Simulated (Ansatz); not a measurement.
## Al, space group P6_3/mmc: relaxations under a series of pressures

Computed with Ansatz's Python interface.

Script `al_compress.py`:
```python
"""Volume and enthalpy of Al against pressure."""

import ansatz
import numpy as np
import pandas as pd

FUNCTIONAL = "pbesol"
K_DENSITY = 3.4
OCCUPATIONS = "Marzari-Vanderbilt"
WIDTH_EV = 0.1

def edges_and_angles(cell):
    cell = np.asarray(cell)
    a, b, c = np.linalg.norm(cell, axis=1)
    cosines = cell[1] @ cell[2] / (b * c), cell[0] @ cell[2] / (a * c), cell[0] @ cell[1] / (a * b)
    return (a, b, c, *np.degrees(np.arccos(cosines)))


def main() -> None:
    xtal = (
        ansatz.Lattice.from_parameters(2.827077, 2.827077, 9.185993, alpha=90, beta=90, gamma=120)
        .space_group(194)
        .atom("Al", [0.0, 0.0, 0.0])
        .atom("Al", [1 / 3, 2 / 3, 0.25])
    )

    calc = (
        xtal.calculation()
        .functional(FUNCTIONAL)
        .pseudopotentials("paw")
        .kpoints(density=K_DENSITY)
        .occupations(OCCUPATIONS, width=WIDTH_EV)
    )

    # H = F + PV, with 1 GPa A^3 = 1/160.21766 eV
    rows = []
    for pressure in [0, 2, 4, 6, 8]:
        res = calc.relax(cell=True, pressure=pressure, max_steps=40).run()
        cell = res.lattice.cell_ang
        n_atoms = len(res.lattice.sites)
        volume = abs(np.linalg.det(cell)) / n_atoms
        enthalpy = res.report["free_energy_ev"] / n_atoms + pressure * volume / 160.21766
        rows.append((pressure, volume, enthalpy, *edges_and_angles(cell)))
        print(f"{pressure} GPa done: {volume:.4f} A^3/atom")

    table = pd.DataFrame(rows, columns=["P_GPa", "V_A3_atom", "H_eV_atom", "a", "b", "c", "alpha", "beta", "gamma"])
    print(table.round(4).to_string(index=False))
    p, v = np.array([row[0] for row in rows], float), np.array([row[1] for row in rows])
    print("mean bulk modulus between rows (GPa):", np.round(-np.diff(p) / np.diff(np.log(v)), 1))


if __name__ == "__main__":
    main()
```

```console
$ python al_compress.py
DeckWarning: basis.ecutwfc = 420 eV, auto-derived from the records' recommended cutoffs: set by Al (normal level)
0 GPa done: 16.2162 A^3/atom
2 GPa done: 15.8496 A^3/atom
4 GPa done: 15.5122 A^3/atom
6 GPa done: 15.2077 A^3/atom
8 GPa done: 14.9334 A^3/atom
 P_GPa  V_A3_atom  H_eV_atom      a      b      c  alpha  beta  gamma
     0    16.2162  -524.5334 2.8245 2.8245 9.3885   90.0  90.0  120.0
     2    15.8496  -524.3333 2.8043 2.8043 9.3087   90.0  90.0  120.0
     4    15.5122  -524.1376 2.7862 2.7862 9.2293   90.0  90.0  120.0
     6    15.2077  -523.9459 2.7698 2.7698 9.1555   90.0  90.0  120.0
     8    14.9334  -523.7579 2.7548 2.7548 9.0890   90.0  90.0  120.0
mean bulk modulus between rows (GPa): [ 87.5  92.9 100.9 109.9]
```
(Warnings from the package without file and line.)

The volume falls from 16.22 Å³ an atom at 0 GPa to 14.93 at 8 GPa, by 7.9 %. Between 0 and 2 GPa, -V dP/dV is about 87 GPa, a mean over that step.

What to keep in mind:
- Total energies depend on the potentials; only differences at equal settings carry meaning.
- At a fixed pressure a relaxation lowers the enthalpy F + PV, while F alone can rise.
- The mesh is modest for a metal, so energies can be off by several to tens of meV an atom and pressures by half a GPa or more; differences at equal mesh fare better.
- This isn't the structure that Al takes at ambient conditions.
- Symmetry holds the cell in this phase, whether or not it is the stable one at each pressure.
- Finished in 23 s on 1 thread of Arm Neoverse V1, on a shared host, peak memory 0.42 GiB.
